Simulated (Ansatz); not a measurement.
# C4H6F4: basis-set convergence

An exercise on one series of results from a longer session: the logs are not shown, and one member is left open.

Method: one geometry, several basis sets; program: Ansatz 0.2.0, Gaussian basis.

The runs, in order: PBE0-D4/def2-SVP; ωB97M-V/def2-SVP; PBE0-D4/def2-QZVPP; ωB97M-V/def2-QZVPP; the functionals' def2-TZVPP values are taken from earlier runs.

## The geometry

The geometry comes from an earlier relaxation with PBE0-D4 in a triple-zeta def2 set; it is a stationary point, not always the lowest conformer.

SMILES `CC(F)(F)C(F)CF`, 14 atoms, charge 0, spin multiplicity 1.

Atoms are counted from 1 here; the program's logs count them from 0.

Bond lengths: C1–C2 1.501 Å, C1–H9 1.090 Å, C1–H10 1.090 Å, C1–H11 1.089 Å, C2–F3 1.367 Å, C2–F4 1.359 Å, C2–C5 1.527 Å, C5–F6 1.377 Å, C5–C7 1.506 Å, C5–H12 1.095 Å, C7–F8 1.376 Å, C7–H13 1.093 Å, C7–H14 1.094 Å. Angles: C2–C1–H9 110.5°, C2–C1–H10 108.8°, C2–C1–H11 109.7°, H9–C1–H10 109.0°, H9–C1–H11 109.4°, H10–C1–H11 109.5°, C1–C2–F3 110.0°, C1–C2–F4 109.3°, C1–C2–C5 116.2°, F3–C2–F4 106.4°, F3–C2–C5 106.9°, F4–C2–C5 107.5°, C2–C5–F6 108.2°, C2–C5–C7 113.3°, C2–C5–H12 107.7°, F6–C5–C7 109.7°, F6–C5–H12 108.1°, C7–C5–H12 109.8° and more.

Set-up of the first run:

The input, in.yaml:

```yaml
crystal:
  periodic: [false, false, false]
  atoms:
    - {symbol: C, position_ang: [0.349410, -0.928955, -1.337974]}
    - {symbol: C, position_ang: [0.649883, 0.366892, -0.643415]}
    - {symbol: F, position_ang: [1.849448, 0.283084, 0.006262]}
    - {symbol: F, position_ang: [0.783781, 1.353090, -1.568636]}
    - {symbol: C, position_ang: [-0.379872, 0.836448, 0.382068]}
    - {symbol: F, position_ang: [-1.586547, 0.993124, -0.262444]}
    - {symbol: C, position_ang: [-0.542978, -0.113792, 1.538881]}
    - {symbol: F, position_ang: [-1.259496, 0.500417, 2.539602]}
    - {symbol: H, position_ang: [0.346380, -1.752960, -0.623863]}
    - {symbol: H, position_ang: [1.118871, -1.111423, -2.087973]}
    - {symbol: H, position_ang: [-0.623913, -0.868314, -1.823651]}
    - {symbol: H, position_ang: [-0.060930, 1.816871, 0.750222]}
    - {symbol: H, position_ang: [0.435642, -0.397536, 1.933952]}
    - {symbol: H, position_ang: [-1.092680, -1.006047, 1.225969]}
basis:
  gaussian: {orbitals: def2-SVP}
hamiltonian: {xc: pbe0, dispersion: d4}
output: {orbitals: {seedname: orbitals}}
```

Launch:

```
$ ansatz run in.yaml --threads 2 --pin off --events-out ev --progress --plain --max-ram 32768MiB --backend cpu
```

Among the steps run: PBE0-D4 in def2-SVP; ωB97M-V in def2-SVP; PBE0-D4 in def2-QZVPP; ωB97M-V in def2-QZVPP.

One table of the session follows, with a row left open; its other results are not shown here.

```
functional       basis  HOMO (eV)  LUMO (eV)
   PBE0-D4    def2-SVP      -9.39       1.78
   PBE0-D4  def2-TZVPP      -9.56       1.17
   PBE0-D4  def2-QZVPP      -9.61       0.66
   ωB97M-V    def2-SVP     -11.78       3.40
   ωB97M-V  def2-TZVPP          ?          ?
   ωB97M-V  def2-QZVPP     -12.02       1.74
```

Estimate the missing values for ωB97M-V, def2-TZVPP.

As computed: HOMO (eV): -11.97; LUMO (eV): 2.55. In the column «HOMO (eV)» it lies between ωB97M-V, def2-QZVPP (-12.02) and ωB97M-V, def2-SVP (-11.78).
